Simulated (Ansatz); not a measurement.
# CHBO2S: taking an electron away

How much energy removes an electron from CHBO2S at fixed geometry? The cation is run at each level and the neutral's energy taken from earlier runs.

The runs use Ansatz 0.2.0, Gaussian basis; unrestricted cation, the program's frozen cores in correlated methods.

Levels to be run: UKS PBE-D4/def2-TZVPP; UKS r2SCAN-D4/def2-TZVPP; UKS PBE0-D4/def2-TZVPP; UKS B3LYP-D4/def2-TZVPP; UKS wB97X-V/def2-TZVPP; UKS wB97M-V/def2-TZVPP; UKS B2PLYP/def2-TZVPP; UHF-CCSD(T)/def2-TZVPP; UHF-MP2/def2-QZVPP; extrapolation to the limit; then −ε(HOMO) from the neutral's earlier runs with LDA (SPW92), PBE-D4, revPBE-D4, BLYP-D4, r2SCAN-D4, B97M-V, PBE0-D4, B3LYP-D4, r2SCANh-D4, r2SCAN0-D4, HSE06-D4, BHLYP-D4, CAM-B3LYP-D4, LC-ωPBE, ωB97X-V, ωB97M-V.

**1. The geometry**

The geometry comes from an earlier relaxation with PBE0-D4 in a triple-zeta def2 set; it is a stationary point.

6 atoms, charge 0, spin multiplicity 1.

Atoms are counted from 1 here; the program's logs count them from 0.

Bond lengths: O1–C2 1.122 Å, O3–B4 1.206 Å, B4–S5 1.765 Å, S5–H6 1.347 Å. Angles: O3–B4–S5 179.5°, B4–S5–H6 92.6°.

**2. Cation, UKS PBE-D4/def2-TZVPP**

File in.yaml:

```yaml
crystal:
  periodic: [false, false, false]
  atoms:
    - {symbol: O, position_ang: [1.622709, -2.408538, 1.254376]}
    - {symbol: C, position_ang: [1.342609, -1.371234, 0.930806]}
    - {symbol: O, position_ang: [-1.514539, -0.723506, -0.697132]}
    - {symbol: B, position_ang: [-0.839711, 0.256917, -0.503007]}
    - {symbol: S, position_ang: [0.157363, 1.683484, -0.212547]}
    - {symbol: H, position_ang: [-0.726431, 2.498777, -0.818696]}
basis:
  gaussian: {orbitals: def2-TZVPP}
total_charge: 1
magnetization: {spin_polarized: true, initial_magnetization: 1}
hamiltonian: {xc: pbe, dispersion: d4}
```

After this run come: Cation, UKS r2SCAN-D4/def2-TZVPP; Cation, UKS PBE0-D4/def2-TZVPP; Cation, UKS B3LYP-D4/def2-TZVPP; Cation, UKS wB97X-V/def2-TZVPP; Cation, UKS wB97M-V/def2-TZVPP; Cation, UKS B2PLYP (frozen core)/def2-TZVPP; Cation, UHF-CCSD(T)/def2-TZVPP; Cation, UHF-MP2/def2-QZVPP.

**Question.** What will the summary of the whole plan be? Wanted: ionisation energy, CCSD(T)/CBS; nearest functional by difference; nearest −ε(HOMO); −ε(HOMO) of PBE; T1 of the cation.

The runs gave:

```
                        quantity               value
  ionisation energy, CCSD(T)/CBS            11.22 eV
nearest functional by difference  ωB97X-V (-0.13 eV)
                nearest −ε(HOMO)  LC-ωPBE (+0.05 eV)
                 −ε(HOMO) of PBE             7.19 eV
                T1 of the cation               0.043
```

**Reading.** By cation minus neutral, the functionals miss by 0.58 eV at most. −ε(HOMO) of PBE misses by 4.0 eV, since self-interaction lifts the level. Among orbital estimates LC-ωPBE comes nearest. Hartree-Fock falls 1.04 eV short, as the neutral has more correlation energy than the cation. The cation's T1 (from the report) is 0.043, near the customary mark of 0.045 for open shells, so the coupled-cluster value is less safe.
